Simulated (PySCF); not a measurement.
# C6H8FN: the cost of one run

Program: PySCF 2.14.0. Level of theory: levels as typed in each script, gas phase, geometry from GFN2-xTB. These are calculated values, not measurements.

### Step 1. The starting structure

SMILES `N#C[C@@H]1CC[C@@H](F)C1`, 16 atoms, charge 0, spin multiplicity 1.

Bond lengths: N1–C2 1.143 Å, C2–C3 1.444 Å, C3–C4 1.537 Å, C3–C8 1.544 Å, C3–H9 1.094 Å, C4–C5 1.526 Å, C4–H10 1.091 Å, C4–H11 1.089 Å, C5–C6 1.528 Å, C5–H12 1.090 Å, C5–H13 1.088 Å, C6–F7 1.384 Å, C6–C8 1.536 Å, C6–H14 1.094 Å, C8–H15 1.089 Å, C8–H16 1.090 Å. Angles: N1–C2–C3 179.3°, C2–C3–C4 109.9°, C2–C3–C8 110.2°, C2–C3–H9 108.0°, C4–C3–C8 104.5°, C4–C3–H9 112.3°, C8–C3–H9 112.0°, C3–C4–C5 102.9°, C3–C4–H10 109.4°, C3–C4–H11 112.5°, C5–C4–H10 110.1°, C5–C4–H11 112.8°, H10–C4–H11 109.0°, C4–C5–C6 103.9°, C4–C5–H12 110.4°, C4–C5–H13 113.0°, C6–C5–H12 109.4°, C6–C5–H13 111.0° and more.

Geometry (Å):

```xyz
16
charge 0, multiplicity 1
N    -2.9101    0.2181    0.6658
C    -1.9751    0.1941    0.0086
C    -0.7842    0.1592   -0.8070
C    -0.1041   -1.2134   -0.6795
C     0.6769   -1.0857    0.6254
C     1.2408    0.3341    0.5788
F     2.4770    0.3181   -0.0439
C     0.2602    1.1596   -0.2674
H    -1.0743    0.3847   -1.8370
H     0.5822   -1.3576   -1.5150
H    -0.8208   -2.0331   -0.6631
H     0.0060   -1.1804    1.4797
H     1.4754   -1.8198    0.7161
H     1.4224    0.7584    1.5710
H    -0.2081    1.9494    0.3189
H     0.8081    1.6204   -1.0893
```

### Step 2. Density, bond paths and surface potential (PBE/6-31g*)

input.py reads:

```python
import numpy as np
from pyscf import gto, scf, dft
from pyscf.scf import atom_ks, atom_hf
from scipy.linalg import block_diag

def solve(mol, dm0=None, hcore=None):
    mf = (dft.UKS if mol.spin else dft.RKS)(mol, xc='pbe')
    mf.grids.level = 3
    mf = mf.density_fit(auxbasis='def2-universal-jkfit')
    mf.conv_tol, mf.max_cycle = 1e-8, 80
    if hcore is not None:
        mf.get_hcore = lambda *args: hcore
    mf.kernel(dm0)
    if not mf.converged:
        mf = mf.newton().run(mf.mo_coeff, mf.mo_occ, max_cycle=30)
    assert mf.converged, 'SCF not converged'
    return mf

mol = gto.M(atom='''
N     -2.91005     0.21811     0.66582
C     -1.97510     0.19415     0.00856
C     -0.78423     0.15924    -0.80703
C     -0.10406    -1.21336    -0.67955
C      0.67688    -1.08571     0.62537
C      1.24078     0.33409     0.57878
F      2.47699     0.31812    -0.04385
C      0.26018     1.15961    -0.26737
H     -1.07432     0.38470    -1.83697
H      0.58218    -1.35764    -1.51500
H     -0.82084    -2.03312    -0.66312
H      0.00595    -1.18040     1.47972
H      1.47542    -1.81982     0.71607
H      1.42237     0.75844     1.57101
H     -0.20814     1.94941     0.31890
H      0.80809     1.62040    -1.08925
''', basis='6-31g*', charge=0, spin=0, verbose=4)
mf = solve(mol)
mf.analyze()
# spherically averaged free atoms, for the promolecule
atm = atom_ks.get_atm_nrks(mol, xc='pbe')
pro = block_diag(*[(atm[a[0]][2] * atm[a[0]][3]) @ atm[a[0]][2].T for a in mol._atom])
np.savez('result.npz', e=mf.e_tot, c=mf.mo_coeff, occ=mf.mo_occ, eps=mf.mo_energy, pro=pro, dip=mf.dip_moment(verbose=0), s2=mf.spin_square()[0])
```

On the command line:

```bash
OMP_NUM_THREADS=1 python input.py
```

**Question.** How long does this run take on 1 thread of Intel Xeon at 2.50GHz (Skylake/Cascade Lake), shared host, and how much memory does it need?

About 58 s, with a peak of 0.51 GiB.
